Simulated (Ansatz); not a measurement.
# NaH4: the cost of one run

Program: Ansatz 0.2.0. Level of theory: DFT PBE, scalar-relativistic, plane waves, PAW. These are calculated values, not measurements.

### 1 The system as given

Symmetry: C2, No. 5, monoclinic system. Conventional cell: a = 3.435 Å, b = 5.351 Å, c = 5.139 Å, α = 90.00°, β = 90.45°, γ = 90.00°. Na (site symmetry 2) is surrounded by 6 H at 1.68 to 1.84 Å. H (site symmetry 2) is surrounded by 3 H at 1.07 to 1.32 Å and 2 Na at 1.84 Å. Around H (site symmetry 1) lie 1 H at 1.32 Å and 1 Na at 1.68 Å. Around H (site symmetry 2) lie 1 H at 1.07 Å and 2 Na at 1.77 Å.

Coordinates:

```cif
data_structure
_symmetry_space_group_name_H-M 'P 1'
_symmetry_Int_Tables_number 1
_cell_length_a 3.1793
_cell_length_b 3.1793
_cell_length_c 5.1386
_cell_angle_alpha 90.243
_cell_angle_beta 90.243
_cell_angle_gamma 114.609
_cell_volume 47.22
loop_
_atom_site_label
_atom_site_type_symbol
_atom_site_fract_x
_atom_site_fract_y
_atom_site_fract_z
_atom_site_occupancy
Na1 Na 0.90745 0.09255 0.50000 1
H1 H 0.52866 0.47134 0.50000 1
H2 H 0.60849 0.27059 0.29146 1
H3 H 0.72941 0.39151 0.70854 1
H4 H 0.32898 0.67102 0.50000 1
```

The cell is invented: random cell by space group and Wyckoff sites (C2, No. 5). Lengths come from tabulated atomic sizes and are only a guess.

### 2 The guess as it stands, on a coarse mesh

Input file input.yaml:

```yaml
crystal:
  lattice:
    - [1.71740189, -2.67557163, 0.0]
    - [1.71740189, 2.67557163, 0.0]
    - [-0.04029188, 0.0, 5.13846154]
  atoms:
    - { symbol: Na, position: [0.90745334, 0.09254666, 0.5] }
    - { symbol: H, position: [0.52866103, 0.47133897, 0.5] }
    - { symbol: H, position: [0.60848795, 0.27059128, 0.29145786] }
    - { symbol: H, position: [0.72940872, 0.39151205, 0.70854214] }
    - { symbol: H, position: [0.32897878, 0.67102122, 0.5] }
basis:
  ecutwfc: 420
kpoints:
  mp_grid: { grid: [6, 6, 4] }
hamiltonian:
  xc: pbe
scf:
  occupations: { method: gaussian, width: 0.1 }
  lower_state_search: "off"
output:
  forces: true
  stress: true
  eigenvalues: true
```

Command:

```
$ ansatz run input.yaml --threads 1 --pin off --max-ram 2560MiB --backend cpu --events-out ev --progress --plain --runs-dir out
```

What time and memory should one allow on 1 thread of Intel Xeon at 2.50GHz (Skylake/Cascade Lake), shared host?

About 4 s, with a peak of 0.33 GiB.
